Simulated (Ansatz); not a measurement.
# CH₅AlGeO: small, medium and large basis sets

How large a basis does CH₅AlGeO need? Two functionals are run in growing sets.

The runs use Ansatz 0.2.0, Gaussian basis; one geometry, several basis sets.

The runs, in order: PBE0-D4/def2-SVP; ωB97M-V/def2-SVP; PBE0-D4/def2-QZVPP; ωB97M-V/def2-QZVPP; the functionals' def2-TZVPP values are taken from earlier runs.

### Step 1. The relaxed structure

An earlier PBE0-D4 in a triple-zeta def2 set relaxation fixed the geometry.

9 atoms, charge 0, spin multiplicity 1.

Atoms are counted from 1 here; the program's logs count them from 0.

Bond lengths: O1–C2 1.199 Å, C2–Ge3 2.013 Å, C2–H5 1.116 Å, Ge3–Al4 2.482 Å, Ge3–H6 1.538 Å, Ge3–H7 1.545 Å, Al4–H8 1.586 Å, Al4–H9 1.585 Å. Angles: O1–C2–Ge3 123.2°, O1–C2–H5 120.0°, Ge3–C2–H5 116.8°, C2–Ge3–Al4 109.4°, C2–Ge3–H6 106.9°, C2–Ge3–H7 105.8°, Al4–Ge3–H6 114.6°, Al4–Ge3–H7 111.2°, H6–Ge3–H7 108.5°, Ge3–Al4–H8 118.5°, Ge3–Al4–H9 121.0°, H8–Al4–H9 120.5°.

### Step 2. PBE0-D4 in def2-SVP

Contents of in.yaml:

```yaml
crystal:
  periodic: [false, false, false]
  atoms:
    - {symbol: O, position_ang: [-0.559881, 0.933657, -2.383694]}
    - {symbol: C, position_ang: [0.288095, 0.366939, -1.753473]}
    - {symbol: Ge, position_ang: [0.548026, 0.626486, 0.225247]}
    - {symbol: Al, position_ang: [-0.849626, -1.010151, 1.461251]}
    - {symbol: H, position_ang: [0.962364, -0.366153, -2.257134]}
    - {symbol: H, position_ang: [0.229284, 2.100090, 0.528773]}
    - {symbol: H, position_ang: [2.051969, 0.385475, 0.486233]}
    - {symbol: H, position_ang: [-0.703270, -2.549413, 1.107381]}
    - {symbol: H, position_ang: [-1.878561, -0.533130, 2.568215]}
basis:
  gaussian: {orbitals: def2-SVP}
hamiltonian: {xc: pbe0, dispersion: d4}
output: {orbitals: {seedname: orbitals}}
```

After this run come: ωB97M-V in def2-SVP; PBE0-D4 in def2-QZVPP; ωB97M-V in def2-QZVPP.

**Question.** What will the summary of the whole plan be? Wanted: PBE0-D4: double and triple zeta above quadruple; ωB97M-V: double and triple zeta above quadruple.

The runs gave:

| quantity | value |
| --- | --- |
| PBE0-D4: double and triple zeta above quadruple | 14.70, 1.59 eV |
| ωB97M-V: double and triple zeta above quadruple | 14.77, 1.56 eV |

PBE0-D4 gains 13.10 eV from double to triple zeta, then 1.59 eV more. Total energies overstate the basis error of differences, where much of it tends to cancel.
